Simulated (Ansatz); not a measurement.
# GaBNH (triplet): from Hartree-Fock to the top rungs at a displaced geometry (v2), cc-pVDZ

One table from this session's results is given with a row withheld; the runs are named, their logs left out.

Computed with Ansatz 0.2.0, Gaussian basis. Level: cc-pVDZ, core rule «outside noble gas», up to 16 orbitals frozen.

The runs, in order: UHF; CCSD(T) on ROHF; CCSD(T) on UHF; BCCD(T) on ROHF; CISD as a restricted active space (open shells left free, so some higher excitations enter); CCSDT(Q) on ROHF; CCSDT(Q) on UHF.

24 further runs of the same task are left out: 7 that didn't finish, 17 set aside as unsound or not needed. Runs told in other sessions of the task aren't counted.

## The geometry

The geometry is a PBE0/def2-TZVP stationary point (not a proven minimum) with its atoms shifted at random (size 0.100 Å). No spin-orbit coupling is included. The filled d shell of Ga may be among the frozen orbitals whatever the setting's name suggests.

4 atoms, charge 0, spin multiplicity 3.

Atoms are counted from 1 here; the program's logs count them from 0.

Bond lengths: Ga1–N3 1.831 Å, Ga1–H4 1.545 Å, B2–N3 1.247 Å. Angles: N3–Ga1–H4 120.2°, Ga1–N3–B2 164.8°.

The first run:

in.yaml

```yaml
crystal:
  periodic: [false, false, false]
  atoms:
    - {symbol: Ga, position_ang: [0.031647, -0.044673, 0.601411]}
    - {symbol: B, position_ang: [-0.133228, -0.029927, -2.445699]}
    - {symbol: N, position_ang: [-0.056607, 0.159501, -1.215664]}
    - {symbol: H, position_ang: [0.026501, 1.194734, 1.523599]}
basis:
  gaussian: {orbitals: cc-pVDZ}
magnetization: {spin_polarized: true, initial_magnetization: 2}
hamiltonian: {xc: hf}
output: {orbitals: {seedname: orbitals}}
```

The run is started by

```sh
$ ansatz run in.yaml --threads 1 --pin off --events-out ev --progress --plain --max-ram 2393MiB
```

Steps of the session up to this table: UHF; CCSD(T) on ROHF; CCSD(T) on UHF; BCCD(T) on ROHF; CISD as a restricted active space (open shells left free, so some higher excitations enter); CCSDT(Q) on ROHF; CCSDT(Q) on UHF.

One of the session's tables, all rows but one given; the rest of the session is left out.

It belongs to the step «Misses and costs». 

```
   method  from UCCSDT(Q) (meV)
     ROHF               +8030.6
      UHF               +7855.0
     RMP2                     ?
     UMP2                +894.6
    RCCSD                +382.6
    UCCSD                +373.7
 RCCSD(T)                 +62.5
 UCCSD(T)                 +63.2
  BCCD(T)                 +63.3
   RCCSDT                 +37.4
   UCCSDT                 +31.9
RCCSDT(Q)                 +10.1
UCCSDT(Q)                     0
```

Q: Estimate the row for RMP2 from the others.

The run gave: from UCCSDT(Q) (meV): +866.8. In the column «from UCCSDT(Q) (meV)» it lies between RCCSD (+382.6) and UMP2 (+894.6).

Not comparable, so not listed: CISD as a restricted active space (open shells left free, so some higher excitations enter) (they don't share determinant, frozen orbitals or solution with the rows shown, or repeat one).

Limits of these values: Restricted and unrestricted rows rest on different reference determinants; a gap between their highest levels can come from leftover correlation error, from unlike frozen cores or from another state.
